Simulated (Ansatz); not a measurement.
# F5Ge2: the cost of one run

Computed with Ansatz 0.2.0, Gaussian basis. Level: RKS PBE0-D4/def2-TZVPD.

Levels to be run: a single point at PBE0-D4/def2-TZVPD; harmonic vibrations at PBE0-D4/def2-SVPD.

3 further runs of the same task are left out: 3 set aside as unsound or not needed. Runs told in other sessions of the task aren't counted.

## Step 1: The geometry

The singlet was relaxed beforehand with PBE0-D4/def2-SVPD. At that level it is the lowest of the isomers that a small search found.

7 atoms, charge -1, spin multiplicity 1.

Atoms are counted from 1 here; the program's logs count them from 0.

Bond lengths: Ge1–F3 1.964 Å, Ge1–F4 1.808 Å, Ge1–F7 1.808 Å, Ge2–F3 2.011 Å, Ge2–F5 1.810 Å, Ge2–F6 1.809 Å. Angles: F3–Ge1–F4 92.2°, F3–Ge1–F7 92.1°, F4–Ge1–F7 95.3°, F3–Ge2–F5 90.6°, F3–Ge2–F6 90.8°, F5–Ge2–F6 95.0°, Ge1–F3–Ge2 138.8°.

Geometry (Å):

```csv
atom,x (Å),y (Å),z (Å)
Ge1,-1.3451,-1.6018,0.0025
Ge2,0.9561,1.3196,0.1161
F3,0.1987,-0.4641,-0.4215
F4,-1.0364,-1.4768,1.7799
F5,2.6177,0.6090,0.2096
F6,1.0930,1.8134,-1.6190
F7,-2.4840,-0.1993,-0.0677
```

The ion is computed in the gas phase, without counter-ions or solvent.

Bonds by kind at the end (by distance):

```csv
bond,count,shortest (Å),longest (Å)
F–Ge,6,1.808,2.011
```

## Step 2: Single point, PBE0-D4/def2-TZVPD

start.molden holds the orbitals of an earlier run on this state, given as this run's starting guess.

The input, in.yaml:

```yaml
crystal:
  periodic: [false, false, false]
  atoms:
    - {symbol: Ge, position_ang: [-1.345103, -1.601833, 0.002525]}
    - {symbol: Ge, position_ang: [0.956082, 1.319609, 0.116136]}
    - {symbol: F, position_ang: [0.198720, -0.464146, -0.421481]}
    - {symbol: F, position_ang: [-1.036443, -1.476789, 1.779867]}
    - {symbol: F, position_ang: [2.617714, 0.609049, 0.209623]}
    - {symbol: F, position_ang: [1.093033, 1.813353, -1.619019]}
    - {symbol: F, position_ang: [-2.484002, -0.199252, -0.067652]}
basis:
  gaussian: {orbitals: def2-TZVPD, initial_orbitals: start.molden}
total_charge: -1
hamiltonian: {xc: pbe0, dispersion: d4}
scf: {omitted_lower_state_checks: [starts]}
output: {orbitals: {seedname: orbitals}}
```

Run with:

```
$ ansatz run in.yaml --threads 4 --pin off --events-out ev --progress --plain --max-ram 4787MiB
```

What time and memory should one allow on 4 threads of Arm Neoverse V1, shared host?

About 11 s, with a peak of 1.4 GiB.
